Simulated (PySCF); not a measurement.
# C3H7ClOSi: the cost of one run

The runs use PySCF 2.14.0, with density-fitted response routines of our own; the level of theory stands in each step. All values are computed, except where a source is named. Atoms count from 0, in the outputs and in this text.

**1. The starting structure**

13 atoms, charge 0, multiplicity 1; geometry from: GFN2-xTB. The atoms were then displaced at random by about 0.01 Å, so the start is not that level's minimum.

Bonds of the start (Å): C0–C1 1.48, C1–C2 1.31, C2–Cl3 1.76, C2–O4 1.33, O4–Si5 1.64, C0–H6 1.08, C0–H7 1.12, C0–H8 1.08, C1–H9 1.07, Si5–H10 1.46, Si5–H11 1.47, Si5–H12 1.46.

**2. Optimising the geometry at PBE0-D3(BJ)/def2-SVP**

Job settings and geometry (Å):

```
{"job": {"xc": "PBE0", "basis": "def2-SVP", "d3": "d3bj", "grid": 1, "shake": 0.01, "kind": "geom"}, "charge": 0, "multiplicity": 1}
C     -2.086720    -0.026900     0.893080
C     -1.367070    -0.278180    -0.379270
C     -0.060590    -0.197030    -0.481900
Cl     0.777250    -0.530340    -1.995820
O      0.772560     0.123710     0.508200
Si     2.406720     0.277440     0.565270
H     -1.407880     0.260760     1.685250
H     -2.796290     0.821710     0.736630
H     -2.676800    -0.876670     1.205830
H     -1.938180    -0.549800    -1.237310
H      2.512260     0.645590     1.976470
H      3.043650    -1.005330     0.249430
H      2.826910     1.318150    -0.371970
```

Started as:

```sh
$ OMP_NUM_THREADS=1 python probes_run.py task.json out
```

This one command runs all jobs of the session in turn.

**Question.** How long does this first job take on 1 thread of Arm Neoverse V1, shared host, and how much memory does it need?

About 40 s, with a peak of 0.53 GiB.
